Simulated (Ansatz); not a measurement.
# NaCl: the band gap up the ladder of functionals

The task here is to estimate one member of a computed series from the others.

The COD entry's cell or inner coordinates are ideal or old and differ from later refinements, so a difference from it is no clean test against experiment.

The runs shown are made with Ansatz 0.2.0. PAW datasets, plane waves. No spin polarisation and no zero-point or thermal motion.

### The structure to begin with

The cell was relaxed beforehand with r2SCAN.

The symmetry is Fm-3m (No. 225, cubic); a = 5.605 Å in the conventional setting, 22.02 Å³ an atom. Around Na lie 6 Cl at 2.80 Å; around Cl lie 6 Na at 2.80 Å.

Coordinates:

```xyz
2
Lattice="0.0000 2.8027 2.8027 2.8027 0.0000 2.8027 2.8027 2.8027 0.0000" Properties=species:S:1:pos:R:3 pbc="T T T"
Na    0.0000    0.0000    0.0000
Cl    2.8027    2.8027    2.8027
```

Set-up of the first run:

input.yaml reads:

```yaml
crystal:
  lattice:
    - [0.0, 2.8027320724, 2.8027320724]
    - [2.8027320724, 0.0, 2.8027320724]
    - [2.8027320724, 2.8027320724, 0.0]
  atoms:
    - { symbol: Na, position: [0.0, 0.0, 0.0] }
    - { symbol: Cl, position: [0.5, 0.5, 0.5] }
kpoints:
  mp_grid: { grid: [8, 8, 8] }
  band_path:
    path:
      - [[0.0, 0.0, 0.0], [0.5, 4.545004571702e-36, 0.5], [0.625, 0.25, 0.625]]
      - [[0.375, 0.375, 0.75], [0.0, 0.0, 0.0], [0.5, 0.5, 0.5], [0.5, 0.25, 0.75], [0.5, 4.545004571702e-36, 0.5]]
    npoints: 10
hamiltonian:
  xc: pbe
scf:
  occupations: { method: fermi_dirac, width: 0.02 }
  n_extra_bands: 4
output:
  forces: true
  stress: true
  eigenvalues: true
```

Run with:

```
ansatz run input.yaml --threads 2 --pin off --max-ram 4608MiB --backend cpu --events-out ev --progress --plain --runs-dir out
```

Among the steps run: PBE bands along the symmetry lines; Single point with r2SCAN; HSE06 at the same geometry; PBE0; Single point with LDA; One-shot GW from PBE; G0W0 on PBE; DDH-PBE0; r2SCANh; r2SCAN0.

One of the session's tables, all rows but one given; the rest of the session is left out.

```
                     level  gap (eV)
                       PBE      5.18
                    r2SCAN      5.98
                     HSE06      6.56
                      PBE0      7.28
                       LDA         ?
G0W0@PBE (131 empty bands)      7.90
G0W0@PBE (326 empty bands)      8.05
                  DDH-PBE0      8.54
                   r2SCANh      6.68
                   r2SCAN0      7.74
```

**Question.** Estimate the row for LDA.

The run gave: gap (eV): 4.76. In the column «gap (eV)» it is the lowest.

Meshes: PBE 8×8×8, r2SCAN 8×8×8, HSE06 6×6×6, PBE0 6×6×6, LDA 8×8×8, DDH-PBE0 6×6×6, r2SCANh 6×6×6, r2SCAN0 6×6×6

What this shows: The gap runs from 4.76 eV (LDA) to 8.54 eV (DDH-PBE0). Against G0W0@PBE, PBE is short by 2.87 eV, at 64 % of it, and r2SCAN 74 %. PBE0 lies 0.72 eV above HSE06, which differs from it by screening the long-range exchange. G0W0 values are finite-basis, finite-mesh values.

To keep in mind: Warnings in the runs' records: stress exchange threshold loose, stress scf threshold loose.
